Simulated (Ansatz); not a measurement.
# GaPNH+ (quartet): wave-function methods side by side, cc-pVDZ

One table from this session's results is given with a row withheld; the runs are named, their logs left out.

Computed with Ansatz 0.2.0, Gaussian basis. Level: cc-pVDZ, core rule «outside noble gas», up to 20 orbitals frozen.

The runs, in order: UHF; CCSD(T) on ROHF; CCSD(T) on UHF; BCCD(T) on ROHF; CISD; CCSDT(Q) on ROHF; CCSDT(Q) on UHF.

29 further runs of the same task are left out: 7 for a known fault of the program, 10 that didn't finish, 12 set aside as unsound or not needed.

## What is computed

The geometry is a PBE0/def2-TZVP stationary point (not a proven minimum) of the parent state, kept for this charge and spin. No spin-orbit coupling is included. The filled d shell of Ga may be among the frozen orbitals whatever the setting's name suggests; the logs give the count.

4 atoms, charge 1, spin multiplicity 4.

Atoms are counted from 1 here; the program's logs count them from 0.

Bond lengths: Ga1–N2 1.821 Å, Ga1–H4 1.580 Å, N2–P3 1.530 Å. Angles: N2–Ga1–H4 120.1°, Ga1–N2–P3 169.0°.

Set-up of the first run:

File in.yaml:

```yaml
crystal:
  periodic: [false, false, false]
  atoms:
    - {symbol: Ga, position_ang: [0.000001, -0.379916, 1.053510]}
    - {symbol: N, position_ang: [-0.000047, -0.190704, -0.757137]}
    - {symbol: P, position_ang: [0.000010, -0.326191, -2.280879]}
    - {symbol: H, position_ang: [0.000037, 0.896811, 1.984506]}
basis:
  gaussian: {orbitals: cc-pVDZ}
total_charge: 1
magnetization: {spin_polarized: true, initial_magnetization: 3}
hamiltonian: {xc: hf}
output: {orbitals: {seedname: orbitals}}
```

The run is started by

```bash
ansatz run in.yaml --threads 1 --pin off --events-out ev --progress --plain --max-ram 2393MiB
```

Among the steps run: UHF; CCSD(T) on ROHF; CCSD(T) on UHF; BCCD(T) on ROHF; CISD; CCSDT(Q) on ROHF; CCSDT(Q) on UHF.

One table of the session follows, with a row left open; its other results are not shown here.

```
   method  from RCCSDT(Q) (meV)
     ROHF               +8440.4
      UHF               +8158.1
     RMP2               +1620.6
     UMP2               +1636.6
    RCCSD                +544.3
    UCCSD                +534.6
 RCCSD(T)                +251.5
 UCCSD(T)                +251.0
  BCCD(T)                +254.9
   RCCSDT                 +74.7
   UCCSDT                 +73.3
RCCSDT(Q)                     0
UCCSDT(Q)                     ?
```

Estimate the missing values for UCCSDT(Q).

**Answer.** from RCCSDT(Q) (meV): -3.4. In the column «from RCCSDT(Q) (meV)» it is the lowest.

Not comparable, so not listed: CISD (they don't share determinant, frozen orbitals or solution with the rows shown, or repeat one).

Limits of these values: The report flags that the cluster equations may have other roots. The program flags RCCSDT(Q), UCCSDT(Q) as in doubt, so the zero of the table is itself unsure. Restricted and unrestricted rows rest on different reference determinants; where their highest levels disagree by more than a few hundredths of an eV, they describe different states and don't form one ladder.
